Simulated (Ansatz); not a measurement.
# GeN₄H₈: small, medium and large basis sets

How large a basis does GeN₄H₈ need? Two functionals are run in growing sets.

Method: one geometry, several basis sets; program: Ansatz 0.2.0, Gaussian basis.

Levels to be run: PBE0-D4/def2-SVP; ωB97M-V/def2-SVP; PBE0-D4/def2-QZVPP; ωB97M-V/def2-QZVPP; the functionals' def2-TZVPP values are taken from earlier runs.

## (1) Structure used throughout

An earlier PBE0-D4 in a triple-zeta def2 set relaxation fixed the geometry.

SMILES `[NH2][Ge]([NH2])([NH2])[NH2]`, 13 atoms, charge 0, spin multiplicity 1.

Atoms are counted from 1 here; the program's logs count them from 0.

Bond lengths: N1–Ge2 1.834 Å, N1–H6 1.010 Å, N1–H7 1.010 Å, Ge2–N3 1.828 Å, Ge2–N4 1.834 Å, Ge2–N5 1.820 Å, N3–H8 1.011 Å, N3–H9 1.011 Å, N4–H10 1.010 Å, N4–H11 1.010 Å, N5–H12 1.006 Å, N5–H13 1.006 Å. Angles: Ge2–N1–H6 115.6°, Ge2–N1–H7 114.3°, H6–N1–H7 109.2°, N1–Ge2–N3 102.6°, N1–Ge2–N4 123.4°, N1–Ge2–N5 105.0°, N3–Ge2–N4 102.6°, N3–Ge2–N5 119.4°, N4–Ge2–N5 105.1°, Ge2–N3–H8 113.5°, Ge2–N3–H9 113.6°, H8–N3–H9 108.6°, Ge2–N4–H10 115.6°, Ge2–N4–H11 114.3°, H10–N4–H11 109.2°, Ge2–N5–H12 118.4°, Ge2–N5–H13 118.4°, H12–N5–H13 112.5°.

As a file:

```xyz
13

N    -1.3102    1.1368    0.5020
Ge    0.0186   -0.0425    0.0473
N    -0.4644   -1.5560    0.9520
N     0.2794   -0.6628   -1.6587
N     1.5701    0.8027    0.4855
H    -1.2791    2.0303    0.0330
H    -2.2437    0.7570    0.4332
H     0.1875   -2.3198    0.8380
H    -0.6163   -1.4055    1.9397
H     0.4805    0.0424   -2.3527
H    -0.4573   -1.2644   -1.9992
H     2.3400    0.7562   -0.1604
H     1.5154    1.6908    0.9550
```

## (2) PBE0-D4 in def2-SVP

in.yaml

```yaml
crystal:
  periodic: [false, false, false]
  atoms:
    - {symbol: N, position_ang: [-1.310196, 1.136832, 0.502023]}
    - {symbol: Ge, position_ang: [0.018564, -0.042530, 0.047335]}
    - {symbol: N, position_ang: [-0.464414, -1.555994, 0.951961]}
    - {symbol: N, position_ang: [0.279379, -0.662817, -1.658695]}
    - {symbol: N, position_ang: [1.570100, 0.802688, 0.485535]}
    - {symbol: H, position_ang: [-1.279111, 2.030346, 0.032966]}
    - {symbol: H, position_ang: [-2.243733, 0.757037, 0.433196]}
    - {symbol: H, position_ang: [0.187523, -2.319786, 0.838040]}
    - {symbol: H, position_ang: [-0.616297, -1.405454, 1.939704]}
    - {symbol: H, position_ang: [0.480486, 0.042387, -2.352650]}
    - {symbol: H, position_ang: [-0.457303, -1.264359, -1.999177]}
    - {symbol: H, position_ang: [2.340018, 0.756165, -0.160374]}
    - {symbol: H, position_ang: [1.515383, 1.690786, 0.955036]}
basis:
  gaussian: {orbitals: def2-SVP}
hamiltonian: {xc: pbe0, dispersion: d4}
output: {orbitals: {seedname: orbitals}}
```

Run with:

```
$ ansatz run in.yaml --threads 2 --pin off --events-out ev --progress --plain --max-ram 32768MiB --backend cpu
```

Further steps of the session: ωB97M-V in def2-SVP; PBE0-D4 in def2-QZVPP; ωB97M-V in def2-QZVPP.

**Question.** What will the summary of the whole plan be? Wanted: PBE0-D4: double and triple zeta above quadruple; ωB97M-V: double and triple zeta above quadruple.

**Answer**, as computed:

| quantity | value |
| --- | --- |
| PBE0-D4: double and triple zeta above quadruple | 16.42, 1.63 eV |
| ωB97M-V: double and triple zeta above quadruple | 16.60, 1.57 eV |

For PBE0-D4 the step from double to triple zeta gains 14.78 eV and the next only 1.63 eV. Total energies overstate the basis error of differences, where much of it tends to cancel. The LUMO of ωB97M-V is positive and keeps falling with the basis (2.84 to 1.32 eV): an unbound level that the basis holds in place.
